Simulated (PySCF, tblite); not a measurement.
# CH6NOSi radical: geometry, infrared bands and EPR parameters

Wanted: the infrared bands and EPR parameters of CH6NOSi radical (`CO[SiH2][NH]`), by calculation.

Computed with tblite 0.8.0 and PySCF 2.14.0, with density-fitted response routines of our own, on a single molecule in the gas phase. Atoms are numbered from 0 throughout.

## (1) The starting structure

10 atoms, charge 0, multiplicity 2; geometry from: force field or distance geometry start.

Bonds of the start (Å): C0–O1 1.40, O1–Si2 1.73, Si2–N3 1.76, C0–H4 1.11, C0–H5 1.12, C0–H6 1.11, Si2–H7 1.47, Si2–H8 1.48, N3–H9 1.03.

## (2) Relaxing the molecule with GFN2-xTB

Job settings and geometry (Å):

```
{"job": {"kind": "relax", "xc": "GFN2-xTB", "basis": "xTB"}, "charge": 0, "multiplicity": 2}
C     -1.497100    -0.314300    -0.125300
O     -0.314500    -0.376800    -0.864500
Si     0.859800     0.466500     0.080100
N      2.320600    -0.474300     0.386100
H     -2.136800     0.430400    -0.643500
H     -1.272600     0.001800     0.920900
H     -2.031200    -1.286800    -0.157000
H      1.110500     1.751200    -0.581100
H      0.269200     0.763800     1.405100
H      2.701000    -0.956700    -0.443200
```

Run with:

```console
$ OMP_NUM_THREADS=1 python probes_run.py task.json out
```

One launch serves the whole session: the jobs run in the order shown.

**Question.** This job is followed by: GFN2-xTB harmonic vibrations, gas phase; UKS B3LYP, pcH-1 on C H N O Si, non-relativistic, mean-field spin-orbit, GIAO. What will the session give for the following? strongest single infrared mode (GFN2-xTB); zero-point energy (GFN2-xTB); g(iso) (B3LYP); ⟨S²⟩; largest a(iso) (averaged by class); potential on the surface of density 0.002 e/bohr³, 1st and 99th percentile.

As calculated:

```
                                                                  quantity                    value
                                 strongest single infrared mode (GFN2-xTB)     763 cm⁻¹, 184 km/mol
                                              zero-point energy (GFN2-xTB)            43.0 kcal/mol
                                                            g(iso) (B3LYP)                  2.00548
                                                                      ⟨S²⟩       0.754 (exact 0.75)
                                        largest a(iso) (averaged by class)  1H on H7, H8, 111.6 MHz
potential on the surface of density 0.002 e/bohr³, 1st and 99th percentile       -1.63 V and 1.59 V
```

What this shows: Over 64 steps the energy fell by 0.797 eV; of the close pairs, O1–Si2 changed most, 1.727 to 1.628 Å. All 24 modes are real, so the xTB geometry is a minimum. The strongest single mode, at 763 cm⁻¹, has its largest shares on H9, Si2, O1 and H7 (the list is cut at 4 atoms). Unscaled tight-binding wavenumbers are off by several per cent, some by more. Its intensities can rank the bands wrongly. N3 carries the largest spin population, 0.96 e. The isotropic g lies 3.2 ppt above the free-electron value. These values are for one conformer; the search (at its own cheap level) found 1 more, at 0.12 kcal/mol, and measured spectra average over such forms.
